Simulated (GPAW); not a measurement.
# TaAs (I4_1md) in GPAW: single point with PBE

Aim: the single point of TaAs with PBE.

Program: GPAW 26.7.0. These are calculated values, not measurements. Logs are shortened: lines on timing, memory, paths and dates and some standing lists are left out, and cuts for length are marked. The log counts tension as positive stress, the text compression.

## 1. The undisturbed crystal

Symmetry: I4_1md, No. 109, tetragonal system. Conventional cell: a = 3.444 Å, b = 3.444 Å, c = 11.736 Å, α = 90.00°, β = 90.00°, γ = 90.00°. Ta (site symmetry 2mm) has 6 As at 2.61 to 2.62 Å as nearest neighbours. As (site symmetry 2mm) is surrounded by 6 Ta at 2.61 to 2.62 Å.

The cell is a database's computed one.

## 2. Single point, PBE (strain = -0.04)

Contents of run.py:

```python
from ase import Atoms
from ase.dft.bandgap import bandgap
from ase.io import write
from ase.units import GPa
from gpaw import GPAW, PW

atoms = Atoms(['Ta', 'Ta', 'As', 'As'],
              cell=[[-1.6529408277, 1.6529408277, 5.8679415361],
                    [1.6529408277, -1.6529408277, 5.8679415361],
                    [1.6529408277, 1.6529408277, -5.8679415361]],
              scaled_positions=[[0.4999673, 0.4999673, 0.0],
                                [0.2499673, 0.7499673, 0.5],
                                [0.08263212, 0.08263212, 0.0],
                                [0.83263212, 0.33263212, 0.5]],
              pbc=True)

calc = GPAW(mode=PW(600),
            xc='PBE',
            kpts={'size': (8, 8, 8), 'gamma': True},
            occupations={'name': 'fermi-dirac', 'width': 0.05},
            nbands=34,
            convergence={'density': 1e-05, 'energy': 1e-05},
            maxiter=150,
            txt='gpaw.txt')
atoms.calc = calc
energy = atoms.get_potential_energy()
forces = atoms.get_forces()
stress = atoms.get_stress()
calc.write('gs.gpw')
write('result.traj', atoms)
print(f'Energy: {energy:.6f} eV')
print('Forces (eV/A):')
print(forces.round(4))
print('Stress (GPa):', (stress / GPa).round(3))
print('Fermi level:', round(calc.get_fermi_level(), 4), 'eV')
print(f'Gap: {bandgap(calc)[0]:.4f} eV, direct: {bandgap(calc, direct=True)[0]:.4f} eV')
```

Potentials or basis: GPAW PAW data sets (gpaw-data 1.2.1), pw.

The run is started by

```
$ OMP_NUM_THREADS=1 python run.py
```

gpaw.txt:

```text
__  _  _
 | _ |_)|_||  |
 |__||  | ||/\| - 26.7.0

Input parameters:
  mode=PW(ecut=600.0),
  convergence={'density': 1e-05, 'energy': 1e-05},
  kpts=MonkhorstPack(size=(8, 8, 8), gamma=True),
  maxiter=150,
  nbands=34,
  occupations=Occupations(name='fermi-dirac', width=0.05),
  xc=XC(name='PBE')

Diagonalizing LCAO Hamiltonian
Converting LCAO to pw mode

       Ta

        As

           Ta

       As

Atoms  # Å, Bohr magnetons
|   | symbol |         x |        y |        z |    initial magnetic moments |
|---|--------|-----------|----------|----------|-----------------------------|
| 0 |     Ta | -0.000000 | 0.000000 | 5.867558 | ( 0.0000,  0.0000,  0.0000) |
| 1 |     Ta |  1.652941 | 0.000000 | 2.933587 | ( 0.0000,  0.0000,  0.0000) |
| 2 |     As | -0.000000 | 0.000000 | 0.969761 | ( 0.0000,  0.0000,  0.0000) |
| 3 |     As |  0.000000 | 1.652941 | 3.903732 | ( 0.0000,  0.0000,  0.0000) |

Unit cell  # Å
| periodic |         x |         y |         z |  lengths |     angles |
|----------|-----------|-----------|-----------|----------|------------|
|      yes | -1.652941 |  1.652941 |  5.867942 | 6.316420 | 149.659331 |
|      yes |  1.652941 | -1.652941 |  5.867942 | 6.316420 | 149.659331 |
|      yes |  1.652941 |  1.652941 | -5.867942 | 6.316420 |  43.441699 |

Number of symmetries: 4
Symmetry operations  # r_c * U_cc + t_c -> r_c
|   | kind |            matrix            |
|---|------|------------------------------|
| 0 |  σ   |  1, 1, 1,  0, 0,-1,  0,-1, 0 |
| 1 |  E   |  1, 0, 0,  0, 1, 0,  0, 0, 1 |
| 2 |  C2  |  0, 1, 0,  1, 0, 0, -1,-1,-1 |
| 3 |  σ   |  0, 0,-1,  1, 1, 1, -1, 0, 0 |

BZ-sampling:
  Number of BZ points: 512
  Number of IBZ points: 95

  Monkhorst-Pack size: [8, 8, 8]
  Monkhorst-Pack shift: [0.0625, 0.0625, 0.0625]

K-points  # in reciprocal-cell coordinates
|     |                                coordinates |     weight |
|-----|--------------------------------------------|------------|
|   0 | (  0.00000000,   0.00000000,   0.00000000) | 0.00195312 |
|   1 | (  0.12500000,  -0.12500000,  -0.12500000) | 0.00390625 |
|   2 | (  0.12500000,  -0.12500000,   0.00000000) | 0.00781250 |
|   3 | (  0.12500000,  -0.12500000,   0.12500000) | 0.00390625 |
|   4 | (  0.12500000,   0.00000000,  -0.12500000) | 0.00781250 |
|   5 | (  0.12500000,   0.00000000,   0.00000000) | 0.00781250 |
|   6 | (  0.12500000,   0.12500000,  -0.12500000) | 0.00390625 |
|   7 | (  0.25000000,  -0.25000000,  -0.25000000) | 0.00390625 |
|   8 | (  0.25000000,  -0.25000000,  -0.12500000) | 0.00781250 |
|   9 | (  0.25000000,  -0.25000000,   0.00000000) | 0.00781250 |
| ... |                                            |            |
|  94 | (  0.50000000,   0.50000000,   0.50000000) | 0.00195312 |

Plane wave coefficients: 2179
Cutoff: 600.0 eV

Spin-components: 1 (collinear spins)
Bands:           34
Projectors:      22
Spin-degeneracy: 2
Datatype:        complex128

Parallelization:
  kpt:    1
  domain: 1
  band:   1

Density:
  Valence electrons: 36.0
  Components: 1
  Grid points: [36 36 36]
  Charge: 0.0  # |e|

Potential:
  Grid points: [36 36 36]

species:
  Ta:
    name:    Tantalum
    Z:       73.0
    valence: 13
    core:    60
    charge:  0.0  # [|e|]
    compensation charges:
      type: gauss
      rc: 0.42  # [Å]
      lmax: 2
    cutoffs:
      filter: 2.36  # [Å]
      core: 3.45  # [Å]
    projectors
    | kind |    occ | energy [eV] | rcut [Å] |
    |------|--------|-------------|----------|
    |   5s |  2.000 |     -72.790 |    1.365 |
    |   6s |  2.000 |      -5.429 |    1.365 |
    |   5p |  6.000 |     -39.427 |    1.349 |
    |   6p |  0.000 |      -1.396 |    1.349 |
    |   5d |  3.000 |      -3.603 |    1.307 |
    |    d |        |      23.609 |    1.307 |

    Using partial waves for Ta as LCAO basis

  As:
    name:    Arsenic
    Z:       33.0
    valence: 5
    core:    28
    charge:  0.0  # [|e|]
    compensation charges:
      type: gauss
      rc: 0.33  # [Å]
      lmax: 2
    cutoffs:
      filter: 1.87  # [Å]
      core: 2.96  # [Å]
    projectors
    | kind |    occ | energy [eV] | rcut [Å] |
    |------|--------|-------------|----------|
    |   4s |  2.000 |     -14.487 |    1.058 |
    |   4p |  3.000 |      -5.196 |    1.058 |
    |    s |        |      12.725 |    1.058 |
    |    p |        |      22.016 |    1.058 |
    |    d |        |       0.000 |    1.058 |

    Using partial waves for As as LCAO basis

Reference energy: -971350.830002  # eV

eigensolver:
  PPCG
  Converge bands: occupied
  niter=2

density mixing:
  MSR1-Mixer
  Pratt-step length: 0.05
  Maximum mixing coefficient: 0.75
  Old densities: 10
  SVD Regularization: 0.005
  Good broyden scale: 1.0
  Trust region scale: 1.0
  Backstep threshold: 4.0
  History deletion threshold: 6.0
  Fourier metric: weight=20.0, sigma=0.015

occupation numbers:
  Fermi-Dirac:
    width: 0.0500  # eV

poisson solver:
  ecut: 4800.0  # eV

xc functional:
  name: PBE with 2 nearest neighbor stencil

convergence criteria:
[... 6 lines left out ...]
|iter     | |      energy | eigst |  dens |
|---------|-|-------------|-------|-------|
|iter:   1| |  -30.953650 | +0.06 |       |
|iter:   2| |  -30.905090 | -2.73 | -1.26 |
|iter:   3| |  -30.739580 | -1.80 | -1.29 |
|iter:   4| |  -30.752877 | -3.62 | -1.89 |
|iter:   5| |  -30.756789 | -3.83 | -2.24 |
|iter:   6| |  -30.756806 | -5.28 | -3.06 |
|iter:   7| |  -30.756806c| -6.89 | -3.83 |
|iter:   8| |  -30.756807c| -7.97c| -4.38 |
|iter:   9| |  -30.756806c| -7.76c| -4.31 |
|iter:  10| |  -30.756806c| -8.63c| -5.18c|

Converged in 10 steps
Energy contributions relative to reference atoms: (reference = -971350.830002)

Energy contributions:
  Kinetic:          81.783753
  Coulomb:         -73.098677
  Zero:             -0.543947
  External:          0.000000
  Xc:              -38.895426
  Entropy:          -0.005018
  Spinorbit:         0.000000
  ----------------------------
  Free energy:     -30.759315
  Extrapolated:    -30.756806

dipole moment: (-10.863788, -11.870554, 19.802399)  # |e|*Ang

Fermi level: 12.411
Eigenvalues  # (at kpt = [0.000, 0.000, 0.000])
| band index |      eig [eV] | occ [0-2] |
|------------|---------------|-----------|
|          0 |       -55.590 |     2.000 |
|        ... |               |           |
|         10 |         4.944 |     2.000 |
|         11 |         8.814 |     2.000 |
|         12 |         9.663 |     2.000 |
|         13 |         9.965 |     2.000 |
|         14 |         9.970 |     2.000 |
|         15 |         9.970 |     2.000 |
|         16 |        10.771 |     2.000 |
|         17 |        10.771 |     2.000 |
|         18 |        13.622 |     0.000 |
|         19 |        14.248 |     0.000 |
|         20 |        14.810 |     0.000 |
|         21 |        15.987 |     0.000 |
|         22 |        16.001 |     0.000 |
|         23 |        16.001 |     0.000 |
|         24 |        16.915 |     0.000 |
|         25 |        16.915 |     0.000 |
|        ... |               |           |
|         33 |        24.896 |     0.000 |

No gap
No difference between direct/indirect transitions

Forces  # eV/Ang
|       x |       y |        z |
|---------|---------|----------|
| 0.00000 | 0.00000 | -0.38488 |  # Ta   0
| 0.00000 | 0.00000 | -0.38530 |  # Ta   1
| 0.00000 | 0.00000 |  0.38517 |  # As   2
| 0.00000 | 0.00000 |  0.38496 |  # As   3

Stress tensor  # eV/Ang^3
|         x |         y |         z |
|-----------|-----------|-----------|
| -0.165799 |  0.000000 |  0.000000 |
|  0.000000 | -0.165799 |  0.000000 |
|  0.000000 |  0.000000 | -0.087638 |

# Writing to gs.gpw (mode='')
```

It took 5.5 min on 1 thread of Arm Neoverse V1, shared host; peak memory 0.37 GiB.

What came out:

```yaml
Free_energy: -30.7593 eV
Pressure: 22.4 GPa
Largest_force: 0.385 eV/Å
Band_gap_on_the_k_mesh: none (metal or under the smearing width)
```

Forces in eV/Å, atoms in the order of the input:
```
Ta   0.000  0.000 -0.385
Ta   0.000  0.000 -0.385
As   0.000  0.000  0.385
As   0.000  0.000  0.385
```

Caveat: the density grid can change from cell to cell, which puts small steps into energies and stress; the program warned that so skewed a cell can give wrong results.
